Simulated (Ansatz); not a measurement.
**TiN: stiffness from strained cells**

Aim: the elastic tensor from the stress of slightly strained cells, and the moduli that follow. Runs: cell and atoms relaxed (PAW); reference run (PAW).

Program: Ansatz 0.2.0. Level of theory: DFT PBEsol, frozen-core PAW, scalar-relativistic unless said. These are calculated values, not measurements.

3 further runs of the same task are left out: 1 for a known fault of the program, 1 that didn't finish, 1 set aside as unsound or not needed.

**1. The starting structure**

The structure is cubic, space group Fm-3m (No. 225). Conventional cell: a = 4.238 Å, b = 4.238 Å, c = 4.238 Å, α = 90.00°, β = 90.00°, γ = 90.00°. Ti (site symmetry m-3m) is surrounded by 6 N at 2.12 Å. Around N (site symmetry m-3m) lie 6 Ti at 2.12 Å.

Coordinates:

```xyz
2
Lattice="0.0000 2.1190 2.1190 2.1190 0.0000 2.1190 2.1190 2.1190 0.0000" Properties=species:S:1:pos:R:3 pbc="T T T"
Ti    0.0000    0.0000    0.0000
N     2.1190    2.1190    2.1190
```

Cartesian axes are those of the input's lattice vectors. The structure goes back to a database entry.

**2. Cell and atoms relaxed, PAW**

input.yaml reads:

```yaml
crystal:
  lattice:
    - [0.0, 2.119, 2.119]
    - [2.119, 0.0, 2.119]
    - [2.119, 2.119, 0.0]
  atoms:
    - { symbol: Ti, position: [0.0, 0.0, 0.0] }
    - { symbol: "N", position: [0.5, 0.5, 0.5] }
kpoints:
  mp_grid: { grid: [18, 18, 18] }
scf:
  occupations: { method: fermi_dirac, width: 0.1 }
hamiltonian:
  xc: pbesol
  pseudopotentials: { kind: paw }
relax:
  f_tol: 0.002
  max_steps: 80
  cell: {}
output:
  forces: true
  stress: true
```

Run with:

```
$ ansatz run input.yaml --threads 1 --pin off --max-ram 2560MiB --backend cpu --events-out ev --progress --plain --runs-dir out
```

**4. Reference run, PAW**

input.yaml reads:

```yaml
crystal:
  lattice:
    - [0.0, 2.10229553828, 2.10229553828]
    - [2.10229553828, 0.0, 2.10229553828]
    - [2.10229553828, 2.10229553828, 0.0]
  atoms:
    - { symbol: Ti, position: [0.0, 0.0, 0.0] }
    - { symbol: "N", position: [0.5, 0.5, 0.5] }
kpoints:
  mp_grid: { grid: [18, 18, 18] }
scf:
  occupations: { method: fermi_dirac, width: 0.1 }
hamiltonian:
  xc: pbesol
  pseudopotentials: { kind: paw }
elastic:
  mode: relaxed_ion
  stencil: two_point
  amplitude: 0.005
```

(Steps that only read results are left out.)

**Question.** What will these runs give? Wanted: C11; C12; C44; bulk, shear and Young's modulus; Debye temperature from sound speeds; universal anisotropy index.

As calculated:

| quantity | value |
| --- | --- |
| C11 (PAW) | 641 GPa |
| C12 (PAW) | 129 GPa |
| C44 (PAW) | 170 GPa |
| bulk, shear and Young's modulus | 300, 200, 492 GPa |
| Debye temperature from sound speeds | 940 K |
| universal anisotropy index | 0.21 |

In words: All eigenvalues are positive, so the crystal is mechanically stable; by PAW K = 300 and G = 200 GPa, K/G = 1.49, on the brittle side of Pugh's rough line at 1.75, which was drawn for metals. Young's modulus runs from 429 to 598 GPa with direction. Cautions: frozen-core PAW files fitted under PBE, their cores solved anew for the functional of the run; responses of metals move with mesh and smearing.
